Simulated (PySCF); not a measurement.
# Accurate constants of AlI, step by step

The task here is to estimate one member of a computed series from the others.

Method: CCSD(T) on RHF, scalar-relativistic core potentials; program: PySCF 2.14.0.

2 further runs of the same task are left out: 2 set aside as unsound or not needed.

The first run:

```
molecule             : AlI
state                : singlet, unpaired electrons none
smaller basis        : Al cc-pV(T+d)Z, I cc-pVTZ-PP with ECP28
larger basis         : Al cc-pV(Q+d)Z, I cc-pVQZ-PP with ECP28
frozen core orbitals : 14
extrapolation        : correlation as n⁻³ (n = 3, 4), Hartree–Fock as (n+1)·exp(−9√n)
corrections          : core–valence correlation
distances (Å)        : 2.2599, 2.3626, 2.4653, 2.5680, 2.6708, 2.7992, 2.9276
masses (u)           : 26.9815, 126.9045
dissociation limit   : Al + I
```

Started as:

```
$ OMP_NUM_THREADS=4 python comp.py task.json out
```

One of the session's tables, all rows but one given; the rest of the session is left out.

Parts of the energy along the bond, in eV from Al + I:

```
 R (Å)  HF/CBS  CCSD corr.      (T)  core–valence
2.2599  -2.275      -1.067  -0.1370       -0.1111
2.3626  -2.622      -1.045  -0.1376       -0.0879
2.4653       ?           ?        ?             ?
2.5680  -2.851      -1.004  -0.1386       -0.0570
2.6708  -2.822      -0.984  -0.1389       -0.0470
2.7992  -2.709      -0.960  -0.1390       -0.0381
2.9276  -2.544      -0.938  -0.1388       -0.0320
```

**Question.** Estimate the row for R (Å) = 2.4653.

Worked estimate for «HF/CBS». A straight line through the neighbours (2.3626, -2.622) and (2.5680, -2.851) gives -2.622 + (-2.851 + 2.622) × (2.4653 − 2.3626) / (2.5680 − 2.3626) = -2.736; a parabola fitted to 4 rows on both sides gives -2.799.

The run gave: HF/CBS: -2.797; CCSD corr.: -1.024; (T): -0.1381; core–valence: -0.0703. In «HF/CBS» the line misses by +0.061 and the parabola by -0.002.
